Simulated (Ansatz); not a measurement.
**H6O4SSi2: a ladder of functionals and wavefunction methods**

Aim: compute H6O4SSi2 with functionals from several rungs and with coupled cluster, and see how far each lands from CCSD(T) at the basis-set limit for the atomisation energy.

Method: functionals in def2-TZVPP, the program's frozen cores in correlated methods; program: Ansatz 0.2.0, Gaussian basis.

Plan: PBE-D4, r2SCAN-D4, PBE0-D4, B3LYP-D4, ωB97X-V, ωB97M-V, B2PLYP; CCSD(T)/def2-TZVPP; MP2/def2-QZVPP; extrapolation to the limit.

### Step 1. Structure used throughout

All runs share one geometry, relaxed beforehand with PBE0-D4 in a triple-zeta def2 set.

SMILES `O[SiH2]S[Si](O)(O)O`, 13 atoms, charge 0, spin multiplicity 1.

Atoms are counted from 1 here; the program's logs count them from 0.

Bond lengths: O1–Si2 1.649 Å, O1–H8 0.965 Å, Si2–S3 2.141 Å, Si2–H9 1.484 Å, Si2–H10 1.479 Å, S3–Si4 2.140 Å, Si4–O5 1.623 Å, Si4–O6 1.643 Å, Si4–O7 1.622 Å, O5–H11 0.958 Å, O6–H12 0.960 Å, O7–H13 0.962 Å. Angles: Si2–O1–H8 116.5°, O1–Si2–S3 110.8°, O1–Si2–H9 112.5°, O1–Si2–H10 105.0°, S3–Si2–H9 107.0°, S3–Si2–H10 111.1°, H9–Si2–H10 110.5°, Si2–S3–Si4 96.9°, S3–Si4–O5 107.7°, S3–Si4–O6 109.4°, S3–Si4–O7 113.2°, O5–Si4–O6 108.3°, O5–Si4–O7 110.4°, O6–Si4–O7 107.7°, Si4–O5–H11 118.4°, Si4–O6–H12 116.1°, Si4–O7–H13 115.6°.

### Step 2. PBE-D4 (GGA)

The input, in.yaml:

```yaml
crystal:
  periodic: [false, false, false]
  atoms:
    - {symbol: O, position_ang: [-1.588887, 0.314745, -1.092046]}
    - {symbol: Si, position_ang: [-1.543253, 1.305968, 0.225522]}
    - {symbol: S, position_ang: [0.308225, 1.086871, 1.279110]}
    - {symbol: Si, position_ang: [0.985683, -0.660835, 0.246409]}
    - {symbol: O, position_ang: [2.388768, -1.119735, 0.921025]}
    - {symbol: O, position_ang: [1.266950, -0.289023, -1.328606]}
    - {symbol: O, position_ang: [-0.083234, -1.880199, 0.282858]}
    - {symbol: H, position_ang: [-0.816184, 0.330963, -1.670349]}
    - {symbol: H, position_ang: [-1.667646, 2.738947, -0.138442]}
    - {symbol: H, position_ang: [-2.686604, 0.882191, 1.062717]}
    - {symbol: H, position_ang: [2.394026, -1.347789, 1.851711]}
    - {symbol: H, position_ang: [1.969227, 0.343580, -1.494524]}
    - {symbol: H, position_ang: [-0.927061, -1.705695, -0.145383]}
basis:
  gaussian: {orbitals: def2-TZVPP}
hamiltonian: {xc: pbe, dispersion: d4}
output: {forces: true, orbitals: {seedname: orbitals}}
```

The run is started by

```bash
$ ansatz run in.yaml --threads 2 --pin off --events-out ev --progress --plain --max-ram 20480MiB --backend cuda --devices 0, --max-vram 18GiB
```

After this run come: r2SCAN-D4 (meta-GGA); PBE0-D4 (hybrid); B3LYP-D4 (hybrid); ωB97X-V (range-separated); ωB97M-V (range-separated); B2PLYP (double hybrid); CCSD(T) in def2-TZVPP; MP2 in def2-QZVPP.

Before running them: what should the planned runs give, taken together? Wanted: atomisation energy, CCSD(T)/CBS; farthest; mean size of error, hybrid; mean size of error, range-separated; gap, smallest and largest; T1 diagnostic; triples share of the correlation energy.

**Answer**, as computed:

| quantity | value |
| --- | --- |
| atomisation energy, CCSD(T)/CBS | 1212.8 kcal/mol |
| functionals within 6.1 kcal/mol (0.5 %) | PBE-D4, r2SCAN-D4, ωB97X-V, ωB97M-V |
| farthest | B2PLYP (-27.5 kcal/mol) |
| mean size of error, hybrid | 21.0 kcal/mol |
| mean size of error, range-separated | 3.4 kcal/mol |
| gap, smallest and largest | 5.34 eV (PBE-D4), 11.84 eV (ωB97X-V) |
| T1 diagnostic | 0.0120 |
| triples share of the correlation energy | 3.7 % |

PBE-D4 misses by +3.3 kcal/mol. Double hybrids carry the basis error of their MP2 part in triple zeta, and no dispersion term here, so their miss is partly the set-up's. The reference freezes the cores and leaves out relativity and excitations past (T), so misses under about 6.1 kcal/mol can't be ranked. Hartree-Fock recovers 70 % of the binding; the rest is correlation. The gap grows from 5.3 to 11.8 eV across the functionals, mostly with the share of exact exchange.
